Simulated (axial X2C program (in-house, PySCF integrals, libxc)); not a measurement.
# RuNC⁺: the levels of the configuration d6 s0 p(π)0

Which Ω levels does RuNC⁺ have in the configuration d6 s0 p(π)0, and how far apart?

Computed with an in-house X2C program for linear molecules on PySCF integrals. Level: two-component X2C, average-of-configuration Hartree–Fock and CI in the open shells.

All values are calculated.

### Step 1. Input

The input, task.json:

```json
{"zs": [44, 7, 6], "q": 1, "bas": ["dyall-v3z", "dyall-v3z", "dyall-v3z"], "r0": 1.96, "metal": 0, "shells": [[2, [0, 1, 2], 6], [0, [0], 0], [1, [1], 0]], "fix": 0, "emax": 3.2, "nroots": 4, "r2": 1.17, "opt": {"cfac": 100}}
```

Keys: zs atomic numbers; q charge; bas basis sets; r0 starting distance in Å; metal index of the metal atom; shells open shells as [l, |m| values, electrons]; fix electron count of the first shell held; emax energy window in eV; nroots roots for each Ω; r2 second bond in Å, held; cfac factor on the speed of light (100 gives the non-relativistic limit).

Run with:

```bash
$ python soci.py task.json out
```

Two-component X2C with atomic mean-field Coulomb and Gaunt terms, basis Ru dyall-v3z, N dyall-v3z, C dyall-v3z (cores contracted in-house). Orbitals come from Hartree–Fock averaged over the configuration Ru d6 s0 p(π)0; CI then distributes these electrons over the d, s, p(π) shells of Ru. The speed of light was multiplied by 100, so these are model numbers.

### Step 2. CI at Ru–N–C held linear, bonds 1.987 and 1.170 Å (the second held)

Before running it: what results should come out? Wanted: lowest level of the model; next level; lowest curve, Re and ωe.

The runs gave:

```
                 quantity                       value
lowest level of the model  Ω = 4, g∥ = 12.01, 100% d6
               next level        Ω = 3, 0 cm⁻¹ higher
  lowest curve, Re and ωe         1.987 Å, 525.9 cm⁻¹
```

In words: In the lowest level ⟨Sz⟩ = 2.00 and ⟨Lz⟩ = 2.00; its leading determinant has weight 1.00 among 419. From 1.987 to 2.066 Å the gap from the lowest to the fifth level stays at 0 cm⁻¹. Without dynamic correlation distances can be off by several hundredths of an Å, and the wavenumbers are rough. There is no dynamic correlation: spin–orbit spacings and, for f shells, spacings inside one term are the most reliable numbers, splittings between terms come out too wide, and energies between configurations are not reliable, so the lowest level need not be the ground state of the molecule. For d shells the ligand-field splittings (σ, π, δ) and their order can be off by a thousand cm⁻¹ or more. At most 4 roots were kept for each Ω > 0 (twice that for Ω = 0) within 3.2 eV of the lowest, so higher up levels can be missing between those listed; levels with Ω > 0 are doubly degenerate and listed once, Ω = 0 levels singly. Some active spinors are only partly of the character that their shell is named for, so the shell names and counts are nominal. States that fill the shells left empty in the average are placed too high. The molecule was held linear; bending was not examined.
